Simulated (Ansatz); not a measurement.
# KRbBr2: the cost of one run

Program: Ansatz 0.2.0. Level of theory: plane waves, PAW. These are calculated values, not measurements.

1 further run of the same task is left out (it didn't finish). Runs told in other sessions of the task aren't counted.

**1. Starting point**

The structure is trigonal, space group R-3m (No. 166). Conventional cell: a = 4.778 Å, b = 4.778 Å, c = 23.465 Å, α = 90.00°, β = 90.00°, γ = 120.00°. K (site symmetry -3m) is surrounded by 6 Br at 3.33 Å. Rb (site symmetry -3m) has 6 Br at 3.44 Å in its first shell of neighbours. Br (site symmetry 3m) is surrounded by 3 K at 3.33 Å and 3 Rb at 3.44 Å.

As a file:

```
K Rb Br
1.0
     2.38906    1.37932    7.82180
    -2.38906    1.37932    7.82180
     0.00000   -2.75865    7.82180
K Rb Br
1 1 2
Direct
  0.00000 0.00000 0.00000
  0.50000 0.50000 0.50000
  0.25423 0.25423 0.25423
  0.74577 0.74577 0.74577
```

Cell and atoms come from an earlier r2SCAN relaxation.

**2. PBE, anion s p, 4×4×4**

File input.yaml:

```yaml
crystal:
  lattice:
    - [2.3890605879, 1.3793247735, 7.8217953121]
    - [-2.3890605879, 1.3793247735, 7.8217953121]
    - [0.0, -2.758649547, 7.8217953121]
  atoms:
    - { symbol: K, position: [1.0, 0.0, 0.0] }
    - { symbol: Rb, position: [0.5, 0.5, 0.5] }
    - { symbol: Br, position: [0.2542253036, 0.2542253036, 0.2542253036] }
    - { symbol: Br, position: [0.7457746964, 0.7457746964, 0.7457746964] }
kpoints:
  mp_grid: { grid: [6, 6, 6] }
  band_path:
    path:
      - [[0.0, 0.0, 0.0], [0.5, 0.5, 0.5], [0.8126019195266, 0.1873980804734, 0.5]]
      - [[0.5, -0.1873980804734, 0.1873980804734], [0.5, -2.325918740616e-17, -2.063575081041e-16], [0.0, 0.0, 0.0], [0.3436990402367, -0.3436990402367, 6.357672059467e-18]]
      - [[0.6563009597633, 8.830606346326e-17, 0.3436990402367], [0.5, 1.458531224981e-16, 0.5], [0.0, 0.0, 0.0]]
    npoints: 10
hamiltonian:
  xc: pbe
scf:
  occupations: { method: fixed }
  n_extra_bands: 6
output:
  forces: false
  stress: false
  eigenvalues: true
  wannier:
    kmesh: [4, 4, 4]
    projections: [{ species: Br, l: s, shell: 4 }, { species: Br, l: p, shell: 4 }]
    minimise: true
    write_hr: true
    conv_tol: 1.0e-08
    max_iter: 3000
  write_density: true
  write_potential: true
  elf: true
  volumetric_format: npy
```

On the command line:

```
$ ansatz run input.yaml --threads 4 --pin off --max-ram 3686MiB --backend cpu --events-out ev --progress --plain --runs-dir out
```

What time and memory should one allow on 4 threads of Arm Neoverse V1, shared host?

About 4.6 s, with a peak of 0.45 GiB.
